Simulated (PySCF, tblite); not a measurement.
# C₃H₄F₃OP: geometry, infrared bands and NMR shifts

Aim: predict the infrared bands and NMR shifts of C₃H₄F₃OP (`O=P1(C(F)(F)F)CC1`).

The runs use tblite 0.8.0 and PySCF 2.14.0, with density-fitted response routines of our own; the level of theory stands in each step. All values are computed, except where a source is named. Atoms count from 0, in the outputs and in this text.

## 1. The molecule as given

12 atoms, charge 0, multiplicity 1; geometry from: force field or distance geometry start.

Bonds of the start (Å): O0–P1 1.49, P1–C2 1.82, C2–F3 1.38, C2–F4 1.36, C2–F5 1.39, P1–C6 1.79, C6–C7 1.51, C7–P1 1.82, C6–H8 1.12, C6–H9 1.11, C7–H10 1.10, C7–H11 1.11.

## 2. Geometry optimisation with GFN2-xTB

The job: settings as JSON, then the geometry in Å.

```
{"job": {"kind": "relax", "xc": "GFN2-xTB", "basis": "xTB"}, "charge": 0, "multiplicity": 1}
O      0.100300     2.114100    -0.660900
P      0.153200     0.675400    -0.280300
C      1.766500    -0.120200     0.025400
F      1.840800    -0.311800     1.387700
F      2.768600     0.689900    -0.419400
F      1.754000    -1.370900    -0.585900
C     -1.174400    -0.469200    -0.645700
C     -1.259400     0.141300     0.732000
H     -0.994400    -1.575300    -0.609300
H     -1.926400    -0.206500    -1.420800
H     -2.061100     0.889300     0.834100
H     -0.966700    -0.456700     1.617100
```

The run is started by

```
OMP_NUM_THREADS=1 python probes_run.py task.json out
```

One launch serves the whole session: the jobs run in the order shown.

**Question.** This job is followed by: GFN2-xTB harmonic vibrations, gas phase; GIAO PBE0/pcSseg-1 NMR shielding, non-relativistic, gas phase. Predict these results of the whole session: strongest single infrared mode (GFN2-xTB); zero-point energy (GFN2-xTB); ¹³C shifts against TMS (PBE0/pcSseg-1, means over atoms taken as alike); ¹H shifts against TMS (PBE0/pcSseg-1, means over atoms taken as alike); ¹⁷O shifts against H2O (PBE0/pcSseg-1); ³¹P shifts against H3PO4 (PBE0/pcSseg-1); ¹⁹F shifts against CFCl3 (PBE0/pcSseg-1, means over atoms taken as alike).

**Answer**, as computed:

| quantity | value |
| --- | --- |
| strongest single infrared mode (GFN2-xTB) | 1307 cm⁻¹, 304 km/mol |
| zero-point energy (GFN2-xTB) | 44.3 kcal/mol |
| ¹³C shifts against TMS (PBE0/pcSseg-1, means over atoms taken as alike) | 131.6, 11.1 ppm |
| ¹H shifts against TMS (PBE0/pcSseg-1, means over atoms taken as alike) | 1.92, 1.49 ppm |
| ¹⁷O shifts against H2O (PBE0/pcSseg-1) | 17.9 ppm |
| ³¹P shifts against H3PO4 (PBE0/pcSseg-1) | -75.5 ppm |
| ¹⁹F shifts against CFCl3 (PBE0/pcSseg-1, means over atoms taken as alike) | -82.3 ppm |

**Reading.** Relaxing lowered the energy by 0.746 eV in 86 steps; the close pair that moved most is C6–C7, from 1.509 to 1.567 Å. All 30 modes are real, so the xTB geometry is a minimum. The strongest single mode, at 1307 cm⁻¹, moves mainly O0 and P1. Unscaled tight-binding wavenumbers are off by several per cent, some by more. Its intensities can rank the bands wrongly. At PBE0/pcSseg-1: The largest span, 425 ppm, is at P1, where the paramagnetic term is -570 ppm.
